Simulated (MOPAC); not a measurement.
# [VN4H12Cl2]2+ (cis-[VCl2(NH3)4]2+) at PM6

We compute a structure relaxation of [VN4H12Cl2]2+ (cis-[VCl2(NH3)4]2+). The job is set up through an ASE script.

The calculation is run with MOPAC 23.2.5.

1 further run of the same task is left out (set aside as unsound or not needed).

### 1 The structure to begin with

The species is [VN4H12Cl2]2+ (19 atoms), meant as a doublet with charge +2. As SMILES, `[NH3]->[V+2](<-[NH3])(<-[NH3])(<-[NH3])([Cl])[Cl]`. Geometry: a GFN2-xTB relaxation, a rough one for these elements and not checked as a minimum. The run starts from this shape.

Some bond lengths: V1–Cl2 1.993 Å, V1–N3 2.103 Å, V1–Cl7 2.136 Å, V1–N8 2.089 Å, V1–N12 2.085 Å, V1–N16 2.085 Å, N3–H4 1.023 Å, N3–H5 1.023 Å, N3–H6 1.021 Å, N8–H9 1.020 Å, N8–H10 1.023 Å, N8–H11 1.021 Å, N12–H13 1.023 Å, N12–H14 1.022 Å, N12–H15 1.025 Å, N16–H17 1.025 Å. Some angles: Cl2–V1–N3 165.5°, Cl2–V1–Cl7 106.2°, Cl2–V1–N8 88.2°, Cl2–V1–N12 101.3°, Cl2–V1–N16 101.3°, N3–V1–Cl7 88.3°, N3–V1–N8 77.3°, N3–V1–N12 78.5°, N3–V1–N16 78.6°, Cl7–V1–N8 165.6°.

### 2 A geometry optimisation at PM6

The input, calc.py:

```python
from ase.calculators.mopac import MOPAC
from ase.optimize import BFGS
from ase import Atoms

mol = Atoms(
    ['V', 'Cl', 'N', 'H', 'H', 'H', 'Cl', 'N', 'H', 'H', 'H', 'N', 'H', 'H', 'H', 'N', 'H', 'H', 'H'],
    positions=[
        [0.366800, 0.005490, 0.692130],
        [-0.137530, 0.016260, 2.619860],
        [0.372140, -0.006370, -1.411160],
        [-0.047660, 0.797100, -1.885610],
        [-0.022320, -0.827410, -1.876260],
        [1.359670, 0.007280, -1.669770],
        [2.502220, 0.010940, 0.633600],
        [-1.670160, -0.005700, 0.226950],
        [-2.097940, -0.804630, 0.695940],
        [-1.999470, -0.027340, -0.740940],
        [-2.102550, 0.810290, 0.661310],
        [0.398610, 2.046430, 0.266320],
        [1.212000, 2.302050, -0.298190],
        [0.524960, 2.509800, 1.168930],
        [-0.424820, 2.470850, -0.171220],
        [0.410910, -2.040270, 0.293210],
        [-0.417030, -2.476220, -0.124690],
        [0.555120, -2.489980, 1.200130],
        [1.217050, -2.298580, -0.280540],
    ],
)
calc = MOPAC(label="job", method="PM6", task="1SCF GRADIENTS RHF OPEN(1,1) AUX(PRECISION=6) THREADS=1 DOUBLET", charge=2)
mol.calc = calc
opt = BFGS(mol, trajectory="opt.traj")
done = opt.run(fmax=0.05, steps=80)
print("converged:", done)
epot = mol.get_potential_energy()
print("energy / eV: %.6f" % epot)
print("dipole (e A):", mol.get_dipole_moment().round(4))
print("final positions (A):")
for atom in mol:
    print(f"{atom.symbol:2s} {atom.x:11.6f} {atom.y:11.6f} {atom.z:11.6f}")
```

The run is started by

```bash
$ export ASE_MOPAC_COMMAND="mopac PREFIX.mop > /dev/null 2>&1"
$ python calc.py
```

Q: Predict the results. Wanted: total energy at the end; heat of formation.

**Answer.** As computed:

Level: PM6.

| quantity | value |
| --- | --- |
| total energy at the end | -54.58793 Eh |
| heat of formation | 238.6 kcal/mol |

**Reading.** At the final geometry: Some bond lengths: V1–Cl2 2.116 Å, V1–N3 2.331 Å, V1–Cl7 2.134 Å, V1–N8 2.363 Å, V1–N12 2.254 Å, V1–N16 2.253 Å, N3–H4 1.019 Å, N3–H5 1.019 Å, N3–H6 1.024 Å, N8–H9 1.022 Å, N8–H10 1.015 Å, N8–H11 1.022 Å, N12–H13 1.023 Å, N12–H14 1.026 Å, N12–H15 1.016 Å, N16–H17 1.016 Å. Some angles: Cl2–V1–N3 159.3°, Cl2–V1–Cl7 113.8°, Cl2–V1–N8 80.9°, Cl2–V1–N12 91.4°, Cl2–V1–N16 91.4°, N3–V1–Cl7 86.9°, N3–V1–N8 78.3°, N3–V1–N12 89.8°, N3–V1–N16 89.9°, Cl7–V1–N8 165.3°. The optimisation stopped short of its gradient threshold. The optimisation took 48 steps and changed the energy by -1.162 eV.
